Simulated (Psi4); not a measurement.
# One shape, several levels: CH7GaSi (SMILES [CH3][GaH][SiH3])

We compute a comparison of 3 runs (DSD-PBEP86/6-31G*, wB97X-V/6-31G*, MP3/6-31G*) of CH7GaSi. 

The results are computed with Psi4 1.11.

4 further runs of the same task are left out: 4 set aside as unsound or not needed.

## 1. The molecule

CH7GaSi: 10 atoms, total charge 0, spin state singlet. As SMILES, `[CH3][GaH][SiH3]`. The C1–H6 distance was set to 1.421 Å, away from the relaxed value.

Bond lengths: C1–Ga2 1.971 Å, Ga2–Si3 2.419 Å, C1–H4 1.090 Å, C1–H5 1.094 Å, Ga2–H7 1.578 Å, Si3–H8 1.492 Å, Si3–H9 1.489 Å, Si3–H10 1.492 Å. Some angles: C1–Ga2–Si3 120.8°, C1–Ga2–H7 118.1°, Si3–Ga2–H7 121.0°, Ga2–C1–H4 113.1°, Ga2–C1–H5 109.2°, Ga2–Si3–H8 110.2°, Ga2–Si3–H9 114.2°, Ga2–Si3–H10 110.2°, H4–C1–H5 108.5°, H8–Si3–H9 107.6°. A long bond or contact: C1–H6 1.421 Å.

## 2. A single-point energy at DSD-PBEP86/6-31G(d) (density fitting for correlation, spherical functions) (run 1)

ch7gasi.json reads:

```json
{
 "schema_name": "qcschema_input",
 "schema_version": 1,
 "molecule": {
  "schema_name": "qcschema_molecule",
  "schema_version": 2,
  "symbols": ["C", "Ga", "Si", "H", "H", "H", "H", "H", "H", "H"],
  "geometry": [-1.9351438, 2.15691639, -1.51790739, 1.24866677, 0.76834563, -0.17147753, 1.6742331, -3.70010076, 0.6928832, -3.44881443, 0.76324337, -1.61466137, -1.60198509, 2.89636622, -3.42048365, -2.74803973, 4.22637248, -0.01077144, 3.51274764, 2.64919005, 0.30605626, 1.19103013, -5.19468515, -1.64943233, 4.20325357, -4.44767641, 1.67365106, -0.25026399, -4.51230505, 2.58752261],
  "molecular_charge": 0,
  "molecular_multiplicity": 1,
  "fix_symmetry": "c1"
 },
 "driver": "energy",
 "model": {
  "method": "dsd-pbep86",
  "basis": "6-31G*"
 },
 "keywords": {
  "puream": true,
  "e_convergence": 1e-09,
  "d_convergence": 1e-08,
  "scf_type": "pk",
  "dft_radial_points": 99,
  "dft_spherical_points": 590,
  "num_frozen_docc": 15
 }
}
```

Launch:

```
$ psi4 --qcschema ch7gasi.json -n 1 --memory 2200MB
```

stdout:

```text
[...]
  Running in c1 symmetry.
[...]
  Nuclear repulsion =  237.186873116864888
[...]
  Multiplicity = 1
[...]
  Nalpha       = 29
  Nbeta        = 29
[...]
    Number of basis functions: 78
[...]
   @RKS iter   1: -2253.10756067805232   -2.88052e+00   3.49567e-02 ADIIS/DIIS
[...]
   @RKS iter  12: -2254.83823765781835   -1.09139e-11   4.52682e-09 DIIS
[...]
  @RKS Final Energy: -2254.83823765781835
   => Energetics <=
    Nuclear Repulsion Energy =            237.1868731168648878
    One-Electron Energy =               -3613.2941955340979803
    Two-Electron Energy =                1150.7433279377601139
    DFT Exchange-Correlation Energy =     -29.4742431783455210
    Empirical Dispersion Energy =           0.0000000000000000
    VV10 Nonlocal Energy =                  0.0000000000000000
    Total Energy =                      -2254.8382376578188087
[...]
 Multipole Moments:
 ------------------------------------------------------------------------------------
     Multipole            Electronic (a.u.)      Nuclear  (a.u.)        Total (a.u.)
 ------------------------------------------------------------------------------------
 L = 1.  Multiply by 2.5417464519 to convert [e a0] to [Debye]
 Dipole X            :          3.7459843           -3.8993100           -0.1533257
 Dipole Y            :          4.6404368           -4.4936721            0.1467647
 Dipole Z            :          0.2735764           -0.4515924           -0.1780160
 Magnitude           :                                                    0.2770169
[...]
```

The result, in JSON:

```text
{
 "driver": "energy",
 "model": {
  "method": "dsd-pbep86",
  "basis": "6-31G*"
 },
 "success": true,
 "return_result": -2255.0794275851204,
 "properties": {
  "calcinfo_nbasis": 78,
  "calcinfo_nmo": 78,
  "calcinfo_nalpha": 29,
  "calcinfo_nbeta": 29,
  "calcinfo_natom": 10,
  "nuclear_repulsion_energy": 237.1868731168649,
  "return_energy": -2255.0794275851204,
  "scf_one_electron_energy": -3613.294195534098,
  "scf_two_electron_energy": 1150.7433279377601,
  "scf_xc_energy": -29.47424317834552,
  "scf_dipole_moment": [-0.15332567453307933, 0.14676471822304915, -0.1780160330165388],
  "scf_total_energy": -2254.8382376578184,
  "scf_iterations": 12
 }
}
```

It took 11 s on 1 thread of Intel Xeon 6975P-C (Granite Rapids), shared host; peak memory 1.2 GiB.

## 3. The energy at wB97X-V/6-31G(d) (spherical functions) (run 2)

job.in reads:

```
memory 2.2 GB

molecule geom {
  0 1
  C
  Ga 1 R2
  Si 2 R3 1 A3
  H 1 R4 2 A4 3 D4
  H 1 R5 4 A5 2 D5
  H 1 R6 4 A6 5 D6
  H 2 R7 1 A7 4 D7
  H 3 R8 2 A8 7 D8
  H 3 R9 8 A9 2 D9
  H 3 R10 9 A10 8 D10

  R2 = 1.971329
  R3 = 2.418938
  A3 = 120.81586
  R4 = 1.090013
  A4 = 113.13032
  D4 = 6.07986
  R5 = 1.09446
  A5 = 108.48557
  D5 = 121.2633
  R6 = 1.421401
  A6 = 108.98031
  D6 = 115.95912
  R7 = 1.577949
  A7 = 118.14396
  D7 = -174.35894
  R8 = 1.492403
  A8 = 110.18468
  D8 = -121.43833
  R9 = 1.488928
  A9 = 107.61984
  D9 = -125.05241
  R10 = 1.492338
  A10 = 107.61854
  D10 = 114.73276
  units angstrom
  symmetry c1
}

set {
  puream               true
  e_convergence        1e-09
  d_convergence        1e-08
  scf_type             pk
  dft_radial_points    99
  dft_spherical_points 590
}

energy("wb97x-v/6-31G*")
print_variables()
```

Launch:

```
$ psi4 job.in job.out -n 1
```

job.out:

```text
[...]
  Running in c1 symmetry.
[...]
  Nuclear repulsion =  237.186896727889945
[...]
  Multiplicity = 1
[...]
  Nalpha       = 29
  Nbeta        = 29
[...]
    Number of basis functions: 78
[...]
   @RKS iter   1: -2254.09596114710939   -2.34082e+00   3.76005e-02 DIIS/ADIIS
[...]
   @RKS iter  13: -2256.07592074547347   -3.18323e-11   9.45763e-09 DIIS
[...]
  @RKS Final Energy: -2256.07592074547347
   => Energetics <=
    Nuclear Repulsion Energy =            237.1868967278899447
    One-Electron Energy =               -3612.5320133717959834
    Two-Electron Energy =                1198.2507595896668136
    DFT Exchange-Correlation Energy =     -79.2200640410444379
    Empirical Dispersion Energy =           0.0000000000000000
    VV10 Nonlocal Energy =                  0.2385003498096875
    Total Energy =                      -2256.0759207454734678
[...]
 Multipole Moments:
 ------------------------------------------------------------------------------------
     Multipole            Electronic (a.u.)      Nuclear  (a.u.)        Total (a.u.)
 ------------------------------------------------------------------------------------
 L = 1.  Multiply by 2.5417464519 to convert [e a0] to [Debye]
 Dipole X            :          0.2742864           -0.1935501            0.0807363
 Dipole Y            :          5.7465088           -5.6788129            0.0676959
 Dipole Z            :          1.5467675           -1.8207865           -0.2740190
 Magnitude           :                                                    0.2935770
[...]
```

It took 2.5 min on 1 thread of Intel Xeon 6975P-C (Granite Rapids), shared host; peak memory 1.3 GiB.

## 4. A single-point energy at MP3/6-31G(d) (spherical functions) (run 3)

job.json reads:

```json
{
  "schema_name": "qcschema_input",
  "schema_version": 1,
  "molecule": {
    "schema_name": "qcschema_molecule",
    "schema_version": 2,
    "symbols": ["C", "Ga", "Si", "H", "H", "H", "H", "H", "H", "H"],
    "geometry": [-1.9351438, 2.15691639, -1.51790739, 1.24866677, 0.76834563, -0.17147753, 1.6742331, -3.70010076, 0.6928832, -3.44881443, 0.76324337, -1.61466137, -1.60198509, 2.89636622, -3.42048365, -2.74803973, 4.22637248, -0.01077144, 3.51274764, 2.64919005, 0.30605626, 1.19103013, -5.19468515, -1.64943233, 4.20325357, -4.44767641, 1.67365106, -0.25026399, -4.51230505, 2.58752261],
    "molecular_charge": 0,
    "molecular_multiplicity": 1,
    "fix_symmetry": "c1"
  },
  "driver": "energy",
  "model": {
    "method": "mp3",
    "basis": "6-31G*"
  },
  "keywords": {
    "puream": true,
    "e_convergence": 1e-09,
    "d_convergence": 1e-08,
    "scf_type": "pk",
    "num_frozen_docc": 15,
    "mp_type": "conv"
  }
}
```

Launch:

```
$ psi4 --qcschema job.json -n 1 --memory 2200MB
```

stdout:

```text
[...]
  Running in c1 symmetry.
[...]
  Nuclear repulsion =  237.186873116864888
[...]
  Multiplicity = 1
[...]
  Nalpha       = 29
  Nbeta        = 29
[...]
    Number of basis functions: 78
[...]
   @RHF iter   1: -2252.14818776677112   -3.39807e+00   3.33864e-02 ADIIS/DIIS
[...]
   @RHF iter  12: -2253.76031128230125   -1.09139e-11   5.60237e-09 DIIS
[...]
  @RHF Final Energy: -2253.76031128230125
   => Energetics <=
    Nuclear Repulsion Energy =            237.1868731168648878
    One-Electron Energy =               -3613.4319057096126926
    Two-Electron Energy =                1122.4847213104469574
    Total Energy =                      -2253.7603112823007905
[...]
 Multipole Moments:
 ------------------------------------------------------------------------------------
     Multipole            Electronic (a.u.)      Nuclear  (a.u.)        Total (a.u.)
 ------------------------------------------------------------------------------------
 L = 1.  Multiply by 2.5417464519 to convert [e a0] to [Debye]
 Dipole X            :          3.7788833           -3.8993100           -0.1204267
 Dipole Y            :          4.6236640           -4.4936721            0.1299919
 Dipole Z            :          0.2709905           -0.4515924           -0.1806019
 Magnitude           :                                                    0.2530168
[...]
	SCS-MP2 Total Energy (a.u.)        : -2254.20136102097149
	SOS-MP2 Total Energy (a.u.)        : -2254.19536257650134
[...]
	SOS-PI-MP2 Total Energy (a.u.)     : -2254.22882806067037
[...]
	MP2 Total Energy (a.u.)            : -2254.21335790991225
[...]
	SCS-MP3 Total Energy (a.u.)        : -2254.20357159408240
[...]
	MP3 Total Energy (a.u.)            : -2254.22220020235636
[...]
```

The result, in JSON:

```text
{
 "driver": "energy",
 "model": {
  "method": "mp3",
  "basis": "6-31G*"
 },
 "success": true,
 "return_result": -2254.2222002023564,
 "properties": {
  "calcinfo_nbasis": 78,
  "calcinfo_nmo": 78,
  "calcinfo_nalpha": 29,
  "calcinfo_nbeta": 29,
  "calcinfo_natom": 10,
  "nuclear_repulsion_energy": 237.1868731168649,
  "return_energy": -2254.2222002023564,
  "scf_one_electron_energy": -3613.4319057096127,
  "scf_two_electron_energy": 1122.484721310447,
  "scf_dipole_moment": [-0.12042670586830351, 0.1299918865724221, -0.18060188483588413],
  "scf_total_energy": -2253.7603112823012,
  "scf_iterations": 12,
  "mp2_same_spin_correlation_energy": -0.11839178591883627,
  "mp2_opposite_spin_correlation_energy": -0.33465484169235277,
  "mp2_singles_energy": 0.0,
  "mp2_doubles_energy": -0.453046627611189,
  "mp2_correlation_energy": -0.4530466276110019,
  "mp2_total_energy": -2254.2133579099122
 }
}
```

Run time: 5.4 s. Hardware: 1 thread of Intel Xeon 6975P-C (Granite Rapids), shared host; peak memory 0.42 GiB.

## 5. All runs side by side

```
run                                                                     level  fitting correlation  frozen core orbitals   energy (Eh)  HOMO energy (eV)  LUMO energy (eV)  HOMO–LUMO gap (eV)  wall time
  1  DSD-PBEP86/6-31G* (density fitting for correlation, spherical functions)      density fitting                    15  -2255.079428             -8.92             -0.06                8.86       11 s
  2                                      wB97X-V/6-31G* (spherical functions)                    –                     0  -2256.075921             -9.50              0.21                9.71    2.5 min
  3                                          MP3/6-31G* (spherical functions)                 none                    15  -2254.222200             -9.78              1.00               10.78      5.4 s
```

## 6. Results

| quantity | value |
| --- | --- |
| run 3: total energy | -2254.22220 Eh |
| run 3: HOMO energy (Hartree–Fock orbitals) | -9.78 eV |
| run 3: LUMO energy (Hartree–Fock orbitals) | 1.00 eV |
| run 3: HOMO–LUMO gap (Hartree–Fock orbitals) | 10.78 eV |
| run 3: correlation energy (15 core orbitals frozen) | -461.9 mEh |

What this shows: Totals of different functionals can't be ranked against each other. All runs together took 2.7 min, the longest 2.5 min.
